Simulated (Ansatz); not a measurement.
**ClFMoO2: one species, many methods**

An exercise on one series of results from a longer session: the logs are not shown, and one member is left open.

The runs use Ansatz 0.2.0, Gaussian basis; functionals in def2-TZVPP, the program's frozen cores in correlated methods.

The runs, in order: LDA (SPW92), PBE-D4, revPBE-D4, BLYP-D4, r2SCAN-D4, B97M-V, PBE0-D4, B3LYP-D4, r2SCANh-D4, r2SCAN0-D4, HSE06-D4, BHLYP-D4, CAM-B3LYP-D4, LC-ωPBE, ωB97X-V, ωB97M-V, B2PLYP, PBE-QIDH; CCSD(T)/def2-SVP; CCSD(T)/def2-TZVPP; MP2/def2-QZVPP; extrapolation to the limit; RPA on PBE.

## The relaxed structure

An earlier PBE0-D4 in a triple-zeta def2 set relaxation fixed the geometry. Mo takes the def2 core potential; no spin-orbit term is included.

SMILES `[O]=[Mo](=[O])([F])[Cl]`, 5 atoms, charge 0, spin multiplicity 1.

Atoms are counted from 1 here; the program's logs count them from 0.

Bond lengths: O1–Mo2 1.663 Å, Mo2–O3 1.663 Å, Mo2–F4 1.836 Å, Mo2–Cl5 2.242 Å. Angles: O1–Mo2–O3 106.6°, O1–Mo2–F4 110.1°, O1–Mo2–Cl5 109.2°, O3–Mo2–F4 110.1°, O3–Mo2–Cl5 109.2°, F4–Mo2–Cl5 111.5°.

The first run:

in.yaml

```yaml
crystal:
  periodic: [false, false, false]
  atoms:
    - {symbol: O, position_ang: [-0.550499, -0.162399, 1.591086]}
    - {symbol: Mo, position_ang: [0.006268, -0.103759, 0.025437]}
    - {symbol: O, position_ang: [1.496361, -0.841528, 0.023675]}
    - {symbol: F, position_ang: [-1.144242, -1.004011, -1.086958]}
    - {symbol: Cl, position_ang: [0.242013, 2.037996, -0.594639]}
basis:
  gaussian: {orbitals: def2-TZVPP}
hamiltonian: {xc: lda}
output: {orbitals: {seedname: orbitals}}
```

Started as:

```
ansatz run in.yaml --threads 4 --pin off --events-out ev --progress --plain --max-ram 10444MiB
```

Steps of the session up to this table: LDA; PBE-D4 (GGA); revPBE-D4 (GGA); BLYP-D4 (GGA); r2SCAN-D4 (meta-GGA); B97M-V (meta-GGA); PBE0-D4 (hybrid); B3LYP-D4 (hybrid); r2SCANh-D4 (hybrid); r2SCAN0-D4 (hybrid); HSE06-D4 (hybrid); BHLYP-D4 (hybrid); CAM-B3LYP-D4 (range-separated); LC-ωPBE (range-separated); ωB97X-V (range-separated); ωB97M-V (range-separated); B2PLYP (double hybrid); PBE-QIDH (double hybrid).

One of the session's tables, all rows but one given; the rest of the session is left out.

It belongs to the step «Frontier levels by functional». 

```
  functional  HOMO (eV)  LUMO (eV)  gap (eV)
 LDA (SPW92)      -8.59      -4.44      4.14
      PBE-D4      -8.35      -4.17      4.18
   revPBE-D4      -8.27      -4.07      4.20
     BLYP-D4      -8.24      -4.09      4.15
   r2SCAN-D4      -8.76      -4.19      4.57
      B97M-V      -8.83      -4.16      4.67
     PBE0-D4     -10.00      -3.51      6.50
    B3LYP-D4      -9.73      -3.74      5.99
  r2SCANh-D4      -9.37      -3.93      5.45
  r2SCAN0-D4     -10.29      -3.52      6.77
    HSE06-D4      -9.59      -3.88      5.71
    BHLYP-D4     -11.48      -2.70      8.77
CAM-B3LYP-D4     -11.43      -2.47      8.96
     LC-ωPBE     -12.76      -1.28     11.49
     ωB97X-V     -12.41      -1.34     11.06
     ωB97M-V          ?          ?         ?
```

**Question.** Estimate the row for ωB97M-V.

The run gave: HOMO (eV): -12.30; LUMO (eV): -1.36; gap (eV): 10.94. In the column «HOMO (eV)» it lies between ωB97X-V (-12.41) and BHLYP-D4 (-11.48).
